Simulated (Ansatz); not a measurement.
Task: a ladder of methods at one geometry of BH4N2SSb, SMILES NB1[NH][SbH][S]1, with the Python package of Ansatz (0.2.0). Give the script and its output. Use (for the species named): CAM-B3LYP, def2-SVP basis, multiplicity 1. The script varies functional: cam_b3lyp, lda, hse06, revpbe, hf.

```yaml
atoms:
  - { symbol: N, position_ang: [1.2775, 1.0566, -0.7791] }
  - { symbol: B, position_ang: [0.1949, -0.0192, -0.8336] }
  - { symbol: N, position_ang: [0.0754, -1.3637, -0.0799] }
  - { symbol: Sb, position_ang: [-1.7097, -1.3845, 0.7662] }
  - { symbol: S, position_ang: [-1.7160, 0.0395, -1.1202] }
  - { symbol: H, position_ang: [1.7859, 0.9877, 0.0817] }
  - { symbol: H, position_ang: [0.7280, 1.9981, -0.6757] }
  - { symbol: H, position_ang: [0.8276, -1.3031, 0.7182] }
  - { symbol: H, position_ang: [-1.3750, -0.0578, 1.9054] }
```

Script `methods_bh4n2ssb.py`:
```python
'''One geometry of BH4N2SSb, method by method.'''

from pathlib import Path

import ansatz as az
import numpy as np

config = {
    'basis': 'def2-SVP',
}

molecule = (
    az.Crystal.molecule()
    .atom('N', (1.2775, 1.0566, -0.7791))
    .atom('B', (0.1949, -0.0192, -0.8336))
    .atom('N', (0.0754, -1.3637, -0.0799))
    .atom('Sb', (-1.7097, -1.3845, 0.7662))
    .atom('S', (-1.716, 0.0395, -1.1202))
    .atom('H', (1.7859, 0.9877, 0.0817))
    .atom('H', (0.728, 1.9981, -0.6757))
    .atom('H', (0.8276, -1.3031, 0.7182))
    .atom('H', (-1.375, -0.0578, 1.9054))
)

calc = molecule.calculation().basis(gaussian=config['basis'])

print('functional    E (Ha)        dipole (D)   HOMO (eV)  LUMO (eV)')
for name in ['cam_b3lyp', 'lda', 'hse06', 'revpbe', 'hf']:
    summary = calc.functional(name).forces().orbitals().run(runs_dir='runs').report
    lines = Path(summary['orbitals_path']).read_text().splitlines()
    field_of = lambda key: [line.split('=')[1].strip() for line in lines if line.startswith(key)]
    orbitals = [(27.211386 * float(e), s, float(n)) for e, s, n in zip(field_of('Ene='), field_of('Spin='), field_of('Occup='))]
    homo = max(e for e, _, n in orbitals if n > 0.5)
    lumo = min(e for e, _, n in orbitals if n < 0.5)
    dipole = 4.803205 * np.linalg.norm(summary['charge_distribution']['dipole_moment_e_ang'])
    print(f'{name:10s} {summary["free_energy_ev"] / 27.211386246:14.6f} {dipole:9.3f} {homo:11.3f} {lumo:10.3f}')
```

```console
$ python methods_bh4n2ssb.py
functional    E (Ha)        dipole (D)   HOMO (eV)  LUMO (eV)
cam_b3lyp     -774.936818     3.354      -7.780     -0.490
lda           -772.104077     3.341      -5.482     -2.449
hse06         -774.707192     3.399      -6.188     -1.907
revpbe        -774.951600     3.217      -5.366     -2.182
hf            -772.495143     3.561      -9.172      1.494
```

Notes:
- Total energies depend on the basis set; only differences at equal settings carry meaning.
- The geometry is a force-field or estimated start, not a minimum of this method, and the basis set is short of its limit. A lower total doesn't mark the better method: functionals have no common bound, and MP2 and coupled cluster aren't variational.
- def2 sets replace the cores of elements past krypton by effective core potentials.
- Levels such as HOMO and LUMO are orbital energies: with these approximate functionals they aren't the ionisation energy and electron affinity, and their gap isn't the fundamental gap.
- hse06 follows the composition of plane-wave codes, whose totals differ by tens of mHa, up to about 0.1 Ha, from the form usual in Gaussian-basis programs (wpbeh).
- Wall time of the script: 26 s on 1 thread of Arm Neoverse V1, with other jobs on the host, peak memory 0.34 GiB.
